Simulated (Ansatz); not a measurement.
# The pair Cl···H₃N, charge −1: a pair, distance and angle

How does the energy of the pair Cl···H₃N, charge −1 change over two coordinates at once? A grid of runs gives the map.

The runs use Ansatz 0.2.0; RHF/def2-TZVPD.

## Step 1: The system as given

5 atoms, charge -1, spin multiplicity 1.

Atoms are counted from 1 here; the program's logs count them from 0.

Bond lengths: N2–H3 1.028 Å, N2–H4 1.048 Å, N2–H5 1.028 Å. Angles: H3–N2–H4 103.3°, H3–N2–H5 104.1°, H4–N2–H5 103.3°.

Geometry (Å):

```xyz
5
charge -1, multiplicity 1
Cl    0.2475   -0.2459   -2.5041
N     0.0406   -0.1787    0.8221
H     0.5050    0.7247    0.9821
H     0.1684   -0.3368   -0.2058
H    -0.9614    0.0367    0.9057
```

This geometry comes from a loose relaxation at PBE in a small basis, which is not shown.

## Step 5: Plan of the scan

The axes are (1) distance H4···Cl1: 15 values from 2.209 to 4.809 Å; (2) turn of Cl1 about H4: 15 values from −60.0 °.

Nothing else is relaxed (both partners rigid). Energies count from the ion and the molecule far apart, frozen as in the relaxed pair, each in its own basis (no counterpoise correction).

(The set-up runs are not shown.)

## Step 6: Point distance H4···Cl1 = 2.380 Å, turn of Cl1 about H4 = −51.4°

input.yaml reads:

```yaml
crystal:
  periodic: [false, false, false]
  atoms:
    - { symbol: Cl, position_ang: [-0.566084, 1.381398, -1.536308] }
    - { symbol: "N", position_ang: [0.023313, -0.146896, 0.86628] }
    - { symbol: H, position_ang: [0.493304, 0.723055, 1.02316] }
    - { symbol: H, position_ang: [0.178288, -0.368399, -0.105043] }
    - { symbol: H, position_ang: [-0.95634, 0.04308, 0.94694] }
total_charge: -1
basis:
  gaussian: { orbitals: def2-TZVPD }
hamiltonian:
  xc: hf
output:
  forces: true
```

Command:

```sh
ansatz run input.yaml --threads 1 --pin off --max-ram 2560MiB --backend cpu --events-out ev --progress --plain --runs-dir out
```

Further runs follow: the other points that were computed.

**Question.** What will these runs give? Wanted: lowest point; highest computed point; largest force on an atom.

As calculated:

```
                       quantity                                                                                                                                                             value
                   lowest point                                                                                                distance H4···Cl1 = 2.659 Å, turn of Cl1 about H4 = 0.0°, −274 meV
         highest computed point                                                                              distance H4···Cl1 = 2.209 Å, turn of Cl1 about H4 = −60.0°, 884 meV above the lowest
largest force on an atom (eV/Å)  0.02 at distance H4···Cl1 = 2.659 Å, turn of Cl1 about H4 = 0.0° to 2.79 at distance H4···Cl1 = 2.209 Å, turn of Cl1 about H4 = −60.0°; 0.02 at the lowest point
        time for the whole task                                                                                                                                  5.6 min on 1 thread, shared host
```

What this shows: The lowest computed point is at distance H4···Cl1 = 2.659 Å, turn of Cl1 about H4 = 0.0°, −274 meV from the ion and the molecule far apart, frozen as in the relaxed pair, each in its own basis (no counterpoise correction). The grid is coarse, so the lowest point of the scanned range may lie between grid points; coordinates that were held can hide deeper minima. The grid shows no well of another kind. The highest computed point, distance H4···Cl1 = 2.209 Å, turn of Cl1 about H4 = −60.0°, lies 884 meV above the lowest. Round the minimum the valley is somewhat tilted: raising distance H4···Cl1 shifts the best value of turn of Cl1 about H4 downwards (coupling k₁₂/√(k₁₁k₂₂) about 0.3). No counterpoise correction was made, so wells between separate parts tend to come out somewhat too deep.
